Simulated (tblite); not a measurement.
# C5H10F10Si5: the cost of one run

Computed with tblite 0.8.0 and PySCF 2.14.0 and routines of our own; the level stands in each step. Atoms count from 0.

## (1) The starting structure

30 atoms, charge 0, multiplicity 1; geometry from: force field, distance geometry or constructed start.

## (2) Optimising the geometry with GFN2-xTB

Job settings and geometry (Å):

```
{"job": {"kind": "relax", "xc": "GFN2-xTB", "basis": "xTB"}, "charge": 0, "multiplicity": 1}
F     -3.404300     1.714100     0.724100
Si    -2.096300     0.901000     0.316000
F     -1.210400     0.646800     1.640400
C     -2.611500    -0.718700    -0.381100
Si    -1.835000    -2.094900     0.578400
F     -2.120600    -3.449100    -0.242200
F     -2.632000    -2.210400     1.962300
C     -0.040100    -2.068600     1.012600
Si     0.937800    -1.907300    -0.530500
F      1.154900    -3.363300    -1.151400
F      0.090800    -1.023700    -1.569000
C      2.584700    -1.141200    -0.275400
Si     2.453800     0.683600    -0.544400
F      3.969000     1.231000    -0.567000
F      1.823100     0.946100    -1.995300
C      1.567000     1.615200     0.761500
Si     0.284100     2.693900    -0.000800
F      1.004600     3.686700    -1.031300
F     -0.317000     3.601800     1.182000
C     -1.122300     1.904800    -0.876500
H     -3.703300    -0.813700    -0.324200
H     -2.354300    -0.786200    -1.437100
H      0.229000    -2.993900     1.535100
H      0.176900    -1.268900     1.711700
H      3.304300    -1.557000    -0.988000
H      2.969000    -1.358900     0.727200
H      2.283500     2.243900     1.300600
H      1.142600     0.942900     1.505000
H     -0.770200     1.290500    -1.713900
H     -1.768600     2.670700    -1.319200
```

Command:

```
$ OMP_NUM_THREADS=1 python large_run.py task.json out
```

The driver reads the jobs from task.json and runs them one after another.

Q: Estimate the wall time and peak memory of this first job on 1 thread of Arm Neoverse N1, shared host.

About 3.5 s, with a peak of 0.18 GiB.
